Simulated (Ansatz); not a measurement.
# Na: the cost of one run

Computed with Ansatz 0.2.0 (DFT PBEsol, all-electron LAPW and all-electron PAW on datasets made for the crystal («crystal datasets»), scalar-relativistic unless said, unless a step's input says otherwise).

2 further runs of the same task are left out: 2 set aside as unsound or not needed.

## Step 1: The structure to begin with

It takes space group Im-3m (No. 229, cubic). The conventional cell has a = 4.170 Å, b = 4.170 Å, c = 4.170 Å, α = 90.00°, β = 90.00°, γ = 90.00°. Na (site symmetry m-3m) is surrounded by 8 Na at 3.61 Å.

As a file:

```
Na
1.0
    -2.08510    2.08510    2.08510
     2.08510   -2.08510    2.08510
     2.08510    2.08510   -2.08510
Na
1
Direct
  0.00000 0.00000 0.00000
```

Cartesian axes are those of the input's lattice vectors. The structure goes back to a database entry.

## Step 2: Reference run, LAPW

input.yaml

```yaml
crystal:
  lattice:
    - [-2.08510313459, 2.08510313459, 2.08510313459]
    - [2.08510313459, -2.08510313459, 2.08510313459]
    - [2.08510313459, 2.08510313459, -2.08510313459]
  atoms:
    - { symbol: Na, position: [0.0, 0.0, 0.0] }
kpoints:
  mp_grid: { grid: [16, 16, 16] }
scf:
  occupations: { method: fermi_dirac, width: 0.08 }
hamiltonian:
  xc: pbesol
  pseudopotentials: { kind: all_electron, lapw: { basis_error: 0.001 } }
elastic:
  mode: relaxed_ion
  stencil: two_point
  amplitude: 0.008
```

Started as:

```sh
$ ansatz run input.yaml --threads 1 --pin off --max-ram 2560MiB --backend cpu --events-out ev --progress --plain --runs-dir out
```

**Question.** How long does this run take on 1 thread of Intel Xeon Platinum 8488C (Sapphire Rapids), shared host, and how much memory does it need?

About 35 s, with a peak of 0.39 GiB.
